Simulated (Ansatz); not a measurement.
# BAs: the cost of one run

Program: Ansatz 0.2.0. Level of theory: DFT LDA, scalar-relativistic, plane waves, PAW. These are calculated values, not measurements.

2 further runs of the same task are left out: 2 that didn't finish. Runs told in other sessions of the task aren't counted.

## (1) The structure to begin with

It takes space group F-43m (No. 216, cubic). The conventional cell has a = 4.777 Å, b = 4.777 Å, c = 4.777 Å, α = 90.00°, β = 90.00°, γ = 90.00°. B (site symmetry -43m) is surrounded by 4 As at 2.07 Å. Around As (site symmetry -43m) lie 4 B at 2.07 Å.

As a file:

```xyz
6
Lattice="2.3885 -2.3885 0.0000 2.3885 0.0000 -2.3885 4.7770 4.7770 4.7770" Properties=species:S:1:pos:R:3 pbc="T T T"
B     4.7770    0.0000    0.0000
B     0.0000    0.0000    0.0000
B     4.7770    2.3885    2.3885
As    3.5827   -1.1943   -1.1943
As    8.3598    1.1943    1.1943
As    3.5828    1.1943    1.1943
```

No relaxation comes first: the listed cell is the starting point.

## (2) The undisturbed cell

Input file input.yaml:

```yaml
crystal:
  lattice:
    - [2.3885, -2.3885, 0.0]
    - [2.3885, 0.0, -2.3885]
    - [4.777, 4.777, 4.777]
  atoms:
    - { symbol: B, position: [0.6666666667, 0.6666666667, 0.3333333333] }
    - { symbol: B, position: [0.0, 0.0, 0.0] }
    - { symbol: B, position: [0.3333333333, 0.3333333333, 0.6666666667] }
    - { symbol: As, position: [0.6666666667, 0.6666666667, 0.0833333333] }
    - { symbol: As, position: [1.0, 1.0, 0.75] }
    - { symbol: As, position: [0.3333333333, 0.3333333333, 0.4166666667] }
basis:
  ecutwfc: 420
kpoints:
  mp_grid: { grid: [9, 9, 4] }
hamiltonian:
  xc: lda
scf:
  occupations: { method: gaussian, width: 0.05 }
output:
  forces: true
  stress: true
  eigenvalues: true
```

Run with:

```sh
$ ansatz run input.yaml --threads 2 --pin off --max-ram 5120MiB --backend cpu --events-out ev --progress --plain --runs-dir out
```

What time and memory should one allow on 2 threads of Intel Xeon at 2.50GHz (Skylake/Cascade Lake), shared host?

About 8.3 s, with a peak of 0.38 GiB.
